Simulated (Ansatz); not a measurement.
Relaxation of a periodic cell of 39 atoms, Ba₇Ti₈O₂₄ (host BaTiO3, host structure Pm-3m, one Ba atom removed), to a largest force component of 0.03 eV/Å in at most 60 steps.

Computed with DFT PBE-D3(BJ), scalar-relativistic, plane waves, PAW (Ansatz 0.2.0). Settings: PAW set soft_1, cutoff 420 eV, k mesh 2x2x2, gaussian smearing 0.05 eV, no spin polarisation.

```xyz
39
Lattice="8.0708 0.0000 0.0000 0.0000 8.0708 0.0000 0.0000 0.0000 8.0708" Properties=species:S:1:pos:R:3
Ba 0.000 0.000 0.000
Ti 2.018 2.018 2.018
O 2.018 2.018 0.000
O 0.000 2.018 2.018
O 2.018 0.000 2.018
Ba 4.035 0.000 4.035
Ti 2.018 2.018 6.053
O 2.018 2.018 4.035
O 0.000 2.018 6.053
O 2.018 0.000 6.053
Ba 0.000 4.035 0.000
Ti 2.018 6.053 2.018
O 2.018 6.053 0.000
O 0.000 6.053 2.018
O 2.018 4.035 2.018
Ba 0.000 4.035 4.035
Ti 2.018 6.053 6.053
O 2.018 6.053 4.035
O 0.000 6.053 6.053
O 2.018 4.035 6.053
Ba 4.035 0.000 0.000
Ti 6.053 2.018 2.018
O 6.053 2.018 0.000
O 4.035 2.018 2.018
O 6.053 0.000 2.018
Ti 6.053 2.018 6.053
O 6.053 2.018 4.035
O 4.035 2.018 6.053
O 6.053 0.000 6.053
Ba 4.035 4.035 0.000
Ti 6.053 6.053 2.018
O 6.053 6.053 0.000
O 4.035 6.053 2.018
O 6.053 4.035 2.018
Ba 4.035 4.035 4.035
Ti 6.053 6.053 6.053
O 6.053 6.053 4.035
O 4.035 6.053 6.053
O 6.053 4.035 6.053
```

Q: Where does it end, and by what steps?

A: The forces met the threshold. Limits of this set-up: coarse k mesh, no spin, though dangling bonds at a vacancy may carry it, a small cell, in which the defect meets its images. After 3 steps the energy has fallen by 0.534 eV; Ti2 moved furthest, 0.07 Å.

```tsv
step	energy less start (eV)	largest force component (eV/Å)	accepted
0	0.0000	0.836	yes
1	-0.3197	0.304	yes
2	-0.5280	0.078	yes
3	-0.5339	0.014	yes
```

```xyz
39
Lattice="8.0708 0.0000 0.0000 0.0000 8.0708 0.0000 0.0000 0.0000 8.0708" Properties=species:S:1:pos:R:3
Ba 0.000 0.000 0.000
Ti 1.974 1.974 2.061
O 2.012 2.012 0.000
O 0.000 2.043 1.993
O 2.043 0.000 1.993
Ba 4.035 0.000 4.035
Ti 1.974 1.974 6.010
O 2.043 2.043 4.035
O 0.000 2.043 6.078
O 2.043 0.000 6.078
Ba 0.000 4.035 0.000
Ti 1.974 6.096 2.061
O 2.012 6.059 0.000
O 0.000 6.028 1.993
O 2.012 4.035 2.024
Ba 0.000 4.035 4.035
Ti 1.974 6.096 6.010
O 2.043 6.028 4.035
O 0.000 6.028 6.078
O 2.012 4.035 6.047
Ba 4.035 0.000 0.000
Ti 6.096 1.974 2.061
O 6.059 2.012 0.000
O 4.035 2.012 2.024
O 6.028 0.000 1.993
Ti 6.096 1.974 6.010
O 6.028 2.043 4.035
O 4.035 2.012 6.047
O 6.028 0.000 6.078
Ba 4.035 4.035 0.000
Ti 6.096 6.096 2.061
O 6.059 6.059 0.000
O 4.035 6.059 2.024
O 6.059 4.035 2.024
Ba 4.035 4.035 4.035
Ti 6.096 6.096 6.010
O 6.028 6.028 4.035
O 4.035 6.059 6.047
O 6.059 4.035 6.047
```

Whether the end is a true minimum wasn't checked by a vibrational analysis.

Time of the run: 25 s on 4 threads of Arm Neoverse V2, with other jobs on the host, peak memory 2.1 GiB.
